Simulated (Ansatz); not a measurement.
**SnGe3O8: the band gap up the ladder of functionals**

An exercise on one series of results from a longer session: the logs are not shown, and one member is left open.

Code: Ansatz 0.2.0. PAW datasets, plane waves. (Calculated; spin-unpolarised; the phase may be known or hypothetical.)

**Starting point**

The cell was relaxed beforehand with r2SCAN.

It is orthorhombic, Cmmm (No. 65); conventional cell a = 6.313 Å, b = 6.407 Å, c = 5.920 Å, 9.98 Å³ an atom. Sn has 6 O at 2.02–2.04 Å; Ge has 6 O at 1.89–1.92 Å; O has 2 Ge at 1.92 Å and 1 Sn at 2.04 Å; O has 2 Ge at 1.87–1.89 Å and 1 Sn at 2.02 Å; Ge has 6 O at 1.87–1.96 Å.

Structure file:

```cif
data_structure
_symmetry_space_group_name_H-M 'Cmmm'
_symmetry_Int_Tables_number 65
_cell_length_a 6.3130
_cell_length_b 6.4073
_cell_length_c 5.9199
_cell_angle_alpha 90.000
_cell_angle_beta 90.000
_cell_angle_gamma 90.000
_cell_volume 239.46
loop_
_atom_site_label
_atom_site_type_symbol
_atom_site_symmetry_multiplicity
_atom_site_Wyckoff_symbol
_atom_site_fract_x
_atom_site_fract_y
_atom_site_fract_z
_atom_site_occupancy
Sn1 Sn 2 b 0.00000 0.50000 0.00000 1
Ge1 Ge 4 k 0.00000 0.00000 0.74314 1
O1 O 4 i 0.00000 0.18174 0.00000 1
O2 O 8 o 0.20026 0.50000 0.73365 1
Ge2 Ge 2 c 0.00000 0.50000 0.50000 1
O3 O 4 j 0.00000 0.19470 0.50000 1
```

The first run:

File input.yaml:

```yaml
crystal:
  lattice:
    - [3.2036563499, -3.156493731, 0.0]
    - [3.2036563499, 3.156493731, 0.0]
    - [0.0, 0.0, 5.9199025157]
  atoms:
    - { symbol: Sn, position: [0.5, 0.5, 0.0] }
    - { symbol: Ge, position: [0.0, 0.0, 0.7431395113] }
    - { symbol: O, position: [0.1817435634, 0.1817435634, 0.0] }
    - { symbol: O, position: [0.8182564366, 0.8182564366, 0.0] }
    - { symbol: O, position: [0.7002608204, 0.2997391796, 0.7336453198] }
    - { symbol: O, position: [0.2997391796, 0.7002608204, 0.7336453198] }
    - { symbol: Ge, position: [0.5, 0.5, 0.5] }
    - { symbol: Ge, position: [0.0, 0.0, 0.2568604887] }
    - { symbol: O, position: [0.1947034175, 0.1947034175, 0.5] }
    - { symbol: O, position: [0.8052965825, 0.8052965825, 0.5] }
    - { symbol: O, position: [0.7002608204, 0.2997391796, 0.2663546802] }
    - { symbol: O, position: [0.2997391796, 0.7002608204, 0.2663546802] }
kpoints:
  mp_grid: { grid: [6, 6, 4] }
  band_path:
    path:
      - [[0.0, 0.0, 0.0], [0.5, 0.5, 2.924438309255e-18], [0.5073065681163, 0.4926934318837, 2.924438309255e-18]]
      - [[0.4926934318837, -0.4926934318837, 6.610555573755e-34], [0.0, 0.0, 0.0], [6.911037705954e-35, 6.158634080635e-35, 0.5], [0.4926934318837, -0.4926934318837, 0.5]]
      - [[0.5073065681163, 0.4926934318837, 0.5], [0.5, 0.5, 0.5], [0.5, 0.5, 2.924438309255e-18]]
      - [[0.0, 0.0, 0.0], [0.5, 3.954048520645e-17, 1.462219154628e-18], [0.5, 3.996962201397e-17, 0.5], [6.911037705954e-35, 6.158634080635e-35, 0.5], [0.5, 0.5, 0.5]]
    npoints: 10
hamiltonian:
  xc: pbe
scf:
  occupations: { method: fermi_dirac, width: 0.02 }
  n_extra_bands: 7
output:
  forces: true
  stress: true
  eigenvalues: true
```

Steps of the session up to this table: PBE bands along the symmetry lines; r2SCAN; HSE06 at the same geometry; PBE+SOC; PBE0.

One of the session's tables, all rows but one given; the rest of the session is left out.

| level | gap (eV) |
| --- | --- |
| PBE | 1.40 |
| r2SCAN | 2.09 |
| HSE06 | 3.27 |
| PBE+SOC | 1.40 |
| PBE0 | ? |

**Question.** Estimate the row for PBE0.

The run gave: gap (eV): 3.99. In the column «gap (eV)» it is the highest.

Meshes: PBE 6×6×4, r2SCAN 6×6×4, HSE06 4×4×4, PBE+SOC 6×6×4, PBE0 4×4×4

What this shows: The gap runs from 1.40 eV (PBE) to 3.99 eV (PBE0). PBE reaches 43 % of the HSE06 value, and r2SCAN 64 %. PBE0 lies 0.72 eV above HSE06, which differs from it by screening the long-range exchange.

Limits of these values: Warnings in the runs' records: stress scf threshold loose, stress exchange threshold loose.
